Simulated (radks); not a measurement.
# Ag²⁺ in [Kr] 4d9: an all-electron calculation

The task here is to estimate one member of a computed series from the others.

Program: radks (a radial shooting solver on a logarithmic mesh, Libxc functionals) version 1. Level of theory: Dirac Kohn-Sham, BLYP, spin-unpolarised, spherical densities, point nucleus; open shells are shared between the two j in proportion to 2j + 1. These are calculated values, not measurements, unless marked.

## The system

- element: silver (Z = 47)
- charge: +2
- electrons: 45
- configuration: [Kr] 4d9

The outer shells:

Ag²⁺
```
[Kr] core
4d [↑↓][↑↓][↑↓][↑↓][↑ ]
```

Set-up of the first run:

Settings of this run:

```text
Z 47
configuration [Kr] 4d9 5s0 5p0 4f0 5d0
relativity Dirac
functional b88,lyp
spin unpolarised
j_filling average
nucleus point
c 137.035999084
```

Command:

```
> python run_ks.py task.json out
```

This one command runs every case of the session in turn.

One table of the session follows, with a row left open; its other results are not shown here.

It belongs to the step «Shells». Sizes of the orbitals, from the radial functions (bohr):

```
level      <r>  outermost maximum (interpolated)  90 % within  nodes
1s1/2  0.03111                            0.0202       0.0558      0
2s1/2        ?                                 ?            ?      ?
2p1/2   0.1141                            0.0882        0.187      0
2p3/2   0.1192                            0.0924        0.194      0
3s1/2   0.3684                             0.333        0.543      2
3p1/2   0.3601                             0.319        0.543      1
3p3/2   0.3710                             0.329        0.558      1
3d3/2   0.3438                             0.272        0.545      0
3d5/2   0.3473                             0.275        0.549      0
4s1/2   0.9091                             0.822         1.32      3
4p1/2   0.9738                             0.858         1.44      2
4p3/2    1.005                             0.883         1.49      2
4d3/2    1.304                              1.02         2.06      1
4d5/2    1.321                              1.03         2.09      1
5s1/2    2.539                              2.22         3.69      4
5p1/2    3.021                              2.63         4.42      3
5p3/2    3.101                              2.71         4.53      3
```

Q: Estimate the row for 2s1/2 from the others.

As computed: <r>: 0.1345; outermost maximum (interpolated): 0.114; 90 % within: 0.208; nodes: 1. In the column «<r>» it lies between 2p3/2 (0.1192) and 3d3/2 (0.3438).

To keep in mind: Spin polarisation and multiplet splitting are left out.
